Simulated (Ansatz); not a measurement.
## GeH₆OSeSi, SMILES [GeH3][O][SiH2][SeH]: an atomisation energy

Run with the Ansatz DFT code, driven from Python.

Script `geh6osesi_tae.py`:
```python
from collections import Counter

import ansatz as az

BASIS_SET = "cc-pVDZ"
FUNCTIONAL = "PBE0"
VDW = "d3bj"


def total_energy(molecule, charge=0, unpaired=0):
    calc = molecule.calculation().basis(gaussian=BASIS_SET).functional(FUNCTIONAL, dispersion=VDW)
    if charge:
        calc = calc.charge(charge)
    if unpaired:
        calc = calc.spin("collinear", total=unpaired)
    return calc.run(threads=1, backend="cpu").report["free_energy_ev"]

GEOMETRY = """
Ge    1.28710   -0.79610    0.27900
O     0.96860    0.73580   -0.59620
Si   -0.62550    1.21520   -0.15730
Se   -2.16420    0.09480   -1.41820
H     0.37010   -1.92320   -0.26040
H     1.07000   -0.60830    1.80340
H     2.76100   -1.21350    0.04390
H    -0.88820    0.99980    1.27570
H    -0.77030    2.65330   -0.42620
H    -2.00870   -1.15780   -0.54360
"""


def main() -> None:
    geh6osesi = az.Crystal.molecule()
    for line in GEOMETRY.strip().splitlines():
        symbol, *xyz = line.split()
        geh6osesi = geh6osesi.atom(symbol, [float(v) for v in xyz])

    unpaired = {"Ge": 2, "O": 2, "Si": 2, "Se": 2, "H": 1}
    counts = Counter(site.symbol for site in geh6osesi.cartesian_sites)
    atom_energy = {s: total_energy(az.Crystal.molecule().atom(s, (0, 0, 0)), 0, unpaired[s]) for s in counts}
    whole = total_energy(geh6osesi, 0, 0)
    for s, e in atom_energy.items():
        print(f"{s:2s} x{counts[s]}  {e:14.5f} eV")
    print(f"GeH6OSeSi: {whole:.5f} eV")
    split = sum(counts[s] * e for s, e in atom_energy.items()) - whole
    print(f"atomisation energy (no zero-point term): {split:.3f} eV, {split / sum(counts.values()):.3f} eV an atom")


if __name__ == "__main__":
    main()
```

```console
$ python geh6osesi_tae.py
Ge x1    -56507.91561 eV
O  x1     -2040.66463 eV
Si x1     -7870.82154 eV
Se x1    -65339.37073 eV
H  x6       -13.61358 eV
GeH6OSeSi: -131869.92878 eV
atomisation energy (no zero-point term): 29.475 eV, 2.947 eV an atom
```

29.475 eV from the electronic energies, without the zero-point term.

Total energies depend on the basis set; only differences at equal settings carry meaning. The geometry is a force-field or estimated start, not a minimum of this method, and the basis set is short of its limit. All parts are taken at fixed geometry, without zero-point energy. For Al to Cl the sets with a tight d function, cc-pV(X+d)Z, are usual. The spin-orbit lowering of heavy atoms is left out. Wall time of the script: 21 s on 1 thread of AMD EPYC 7571, on a shared host, peak memory 0.39 GiB.
